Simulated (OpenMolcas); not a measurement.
**CH4F2Si (SMILES C[SiH](F)F): HF/3-21G**

Aim: an optimisation with harmonic vibrations of CH4F2Si. 

Program for the calculation: OpenMolcas 26.06.

1 further run of the same task is left out (set aside as unsound or not needed).

## (1) The molecule

The species is CH4F2Si (8 atoms), meant as a singlet with charge 0. SMILES: `C[SiH](F)F`. The shape is that of a PBE0-D4/def2-TZVP optimisation. The run starts from this shape.

Bond lengths: C1–Si2 1.840 Å, Si2–F3 1.591 Å, Si2–F4 1.591 Å, C1–H5 1.092 Å, C1–H6 1.093 Å, C1–H7 1.093 Å, Si2–H8 1.477 Å. Some angles: C1–Si2–F3 109.8°, C1–Si2–F4 109.8°, F3–Si2–F4 106.8°, C1–Si2–H8 114.8°, F3–Si2–H8 107.6°, F4–Si2–H8 107.6°, Si2–C1–H5 110.7°, Si2–C1–H6 110.6°, Si2–C1–H7 110.6°, H5–C1–H6 108.3°.

## (2) An optimisation with harmonic vibrations at HF/3-21G

The input, mol.input:

```
* CH4F2Si Hartree-Fock

&GATEWAY
  BasLib=$CurrDir
  BasisSet
  C.3-21G....
  C1 -0.387100 0.881700 -0.174700 angstrom
  End of Basis
  BasisSet
  Si.3-21G....
  Si2 0.329300 -0.775200 0.180600 angstrom
  End of Basis
  BasisSet
  F.3-21G....
  F3 1.916300 -0.678300 0.226700 angstrom
  F4 -0.035400 -1.783900 -0.994000 angstrom
  End of Basis
  BasisSet
  H.3-21G....
  H5 -0.013400 1.269000 -1.125400 angstrom
  H6 -0.122700 1.591000 0.613300 angstrom
  H7 -1.476800 0.824400 -0.231400 angstrom
  H8 -0.118100 -1.385700 1.449000 angstrom
  End of Basis
>>> EXPORT MOLCAS_MAXITER=50
>>> Do While

&SEWARD

&SCF
  PrOrbitals=0

&SLAPAF
>>> EndDo
>>> COPY $Project.Opt.xyz $CurrDir/final.xyz
>>> COPY $Project.slapaf.h5 $CurrDir/final.slapaf.h5

&MCKINLEY

&MCLR
  Thermochemistry
  1
  1.0
  298.15
  End of PT
```

The basis set 3-21G is read from a file made from the Basis Set Exchange's data (not shown).

On the command line:

```bash
$ export MOLCAS_MEM=1860
$ pymolcas mol.input > mol.log
```

Log:

```text
--- Start Module: gateway ---
[...]
--- Stop Module: gateway /rc=_RC_ALL_IS_WELL_ ---
[...]
      Basis functions           48
[...]
       Convergence after  10 Iterations
[...]
::    Total SCF energy                               -525.3258830488
[...]
 *              Molecular gradients               *
 **************************************************
  Irreducible representation: a
 ------------------------------------------------------------------------------------------
                              X                       Y                       Z
 ------------------------------------------------------------------------------------------
  C1                6.42076350467224E-03   -1.23596847521057E-02    9.38299151573008E-04
  SI2               1.65929951602228E-02   -5.07032225017356E-04   -2.60424814208644E-02
  F3               -2.62099763654255E-02    3.52035886543423E-04    1.88190831885837E-03
  F4                2.79844477309599E-03    1.67723102164743E-02    2.00028411036079E-02
  H5                3.03456629877030E-03   -2.48062764049983E-05   -4.86130303431098E-03
  H6                2.27764876608394E-03    1.61181371937502E-03    4.96879478783674E-03
  H7               -5.07381340901780E-03   -2.54958264608968E-03    3.74480381515746E-04
  H8                1.59371271599262E-04   -3.29505392277385E-03    2.73746071176983E-03
[...]
 Geometry is converged in   6 iterations to a Minimum Structure
*****************************************************************************************************************
*****************************************************************************************************************
++ Geometry section
********************************************************************************
  Geometrical information of the final structure
********************************************************************************
  NOTE: on convergence the final predicted structure will be printed here.
  This is not identical to the structure printed in the head of the output.
 *********************************************************
[...]
       Convergence after   5 Iterations
[...]
::    Total SCF energy                               -525.3282407902
[...]
      Total spin, S                                     0.0000000000
[...]
      Total electronic charge=   42.000000
      Total            charge=   -0.000000
[...]
      Dipole Moment (debye):
      Origin of the operator (angstrom)=    0.4849   -0.6991   -0.1372
                   X= -1.8403E+00               Y=  1.8909E+00               Z=  1.2304E+00           Total=  2.9113E+00
      Quadrupole Moment (debye*angstrom):
[...]
--- Start Module: mclr ---
[...]
     Frequency:         0.01      0.02      0.04      3.00      4.73      5.86
[...]
     Frequency:       139.84    235.21    293.29    362.65    726.18    860.44
[...]
--- Stop Module: mclr /rc=_RC_ALL_IS_WELL_ ---
--- Start Module: mclr ---
[...]
        Frequency:         2421.65 cm-1
      ---------------------------------
[...]
        Frequency:         3194.80 cm-1
      ---------------------------------
[...]
        Frequency:         3261.20 cm-1
      ---------------------------------
[...]
        Frequency:         3270.15 cm-1
      ---------------------------------
[...]
--- Stop Module: mclr /rc=_RC_ALL_IS_WELL_ ---
[...]
```

It took 9.9 s on 1 thread of AMD EPYC 9R45 (Zen 5), shared host; peak memory 0.39 GiB.

## (3) Results

Level: HF/3-21G.

| quantity | value |
| --- | --- |
| total energy | -525.32824 Eh |
| dipole moment | 2.91 D |
| HOMO energy | -12.98 eV |
| LUMO energy | 5.36 eV |
| HOMO–LUMO gap | 18.34 eV |
| lowest harmonic wavenumber | 140 cm⁻¹ |
| highest harmonic wavenumber | 3270 cm⁻¹ |
| zero-point energy | 146.5 kJ/mol |
| ideal-gas entropy at 298.15 K and 1 atm (symmetry number 1 as used) | 72.6 cal/(mol K) |

At the final geometry: Bond lengths: C1–Si2 1.869 Å, Si2–F3 1.620 Å, Si2–F4 1.620 Å, C1–H5 1.085 Å, C1–H6 1.086 Å, C1–H7 1.086 Å, Si2–H8 1.466 Å. Some angles: C1–Si2–F3 110.8°, C1–Si2–F4 110.8°, F3–Si2–F4 104.2°, C1–Si2–H8 112.9°, F3–Si2–H8 108.9°, F4–Si2–H8 108.9°, Si2–C1–H5 111.8°, Si2–C1–H6 110.8°, Si2–C1–H7 110.8°, H5–C1–H6 107.8°. All 18 modes are real, so the shape is a minimum at this level.
